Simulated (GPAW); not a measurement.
Crystal: Co3Ir.

```xyz
4
Lattice="3.5826 0.0000 0.0000 0.0000 3.5826 0.0000 0.0000 0.0000 3.5826" Properties=species:S:1:pos:R:3 pbc="T T T"
Ir    0.0000    0.0000    0.0000
Co    1.7913    1.7913    0.0000
Co    1.7913    0.0000    1.7913
Co    0.0000    1.7913    1.7913
```

The cell comes from a database or a generator and needn't be the stable form of this composition.

Base run:

| Quantity | Value |
| --- | --- |
| Program | GPAW 26.7.0 |
| Functional | PBEsol |
| Potentials or basis | PAW data sets generated in the run's folder for this functional |
| Cutoff | 600 eV |
| Basis | pw |
| k mesh | 8 × 8 × 8 |
| Occupations | fermi-dirac, width 0.05 eV |
| Spin | collinear spin, ferromagnetic start |
| Starting moments | [0.6, 2.0, 2.0, 2.0] μB |

Its results: pressure -2.9 GPa; net moment 4.75 μB per cell; site moments Ir +0.48; Co +1.46 μB.

Task: The run is repeated on the same cell with these changes: hubbard terms from none to Co d U = 4 eV. What comes out?

Result: Pressure 17.1 GPa; net moment 6.91 μB per cell; site moments Ir +0.56; Co +2.19 μB.

Caveats: the U is typed as a test and isn't derived for this compound (some runs).

Not every run made on this cell is shown here.
